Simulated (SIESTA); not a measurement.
The system is Cu3Sn.

```
CELL_PARAMETERS angstrom
0.00000 3.08303 3.08303
3.08303 0.00000 3.08303
3.08303 3.08303 0.00000
ATOMIC_POSITIONS crystal
Sn 0.00000 0.00000 0.00000
Cu 0.25000 0.25000 0.25000
Cu 0.75000 0.75000 0.75000
Cu 0.50000 0.50000 0.50000
```

The cell comes from a database or a generator and needn't be the stable form of this composition.

- Program: SIESTA 5.4.2
- Task: single point
- Functional: PBEsol
- Potentials or basis: PseudoDojo 0.4 standard (PBEsol files)
- Basis: DZP (energy shift 0.003 Ry; two zetas on semicore shells)
- Grid cutoff: 800 Ry
- Energy shift: 0.003 Ry
- k mesh: 8 × 8 × 8
- Occupations: fermi-dirac, width 0.05 eV
- Spin: no spin polarisation

On this cell: pressure -5.6 GPa; largest force zero by symmetry; band gap on the k mesh none (metal or under the smearing width).

The same run follows on a disturbed copy (atoms moved at random, drawn with an rms of 0.05 Å):

```
Sn Cu
1.0
     0.00000    3.08303    3.08303
     3.08303    0.00000    3.08303
     3.08303    3.08303    0.00000
Sn Cu
1 3
Direct
  0.00464 0.98520 0.01390
  0.26398 0.23585 0.25212
  0.75773 0.75408 0.73869
  0.49784 0.49050 0.49727
```

**Question.** What does the disturbed cell give?

**Answer.** The energy (extrapolated to zero smearing) moves by +6.3 meV/atom; pressure -5.3 GPa; largest force 0.505 eV/Å; band gap on the k mesh none (metal or under the smearing width).

Forces in eV/Å, atoms in the order of the input:
```
Sn  -0.248 -0.284  0.337
Cu   0.090 -0.019 -0.148
Cu   0.120  0.211 -0.286
Cu   0.042  0.090  0.098
```

Stress tensor (GPa, compression positive):
```
-5.24  0.42 -0.65
 0.42 -5.21  0.05
-0.65  0.05 -5.35
```

Caveats: short orbitals over semicore shells can move pressures by several GPa; the basis of atomic orbitals isn't converged, which shifts pressures, moduli and gaps.
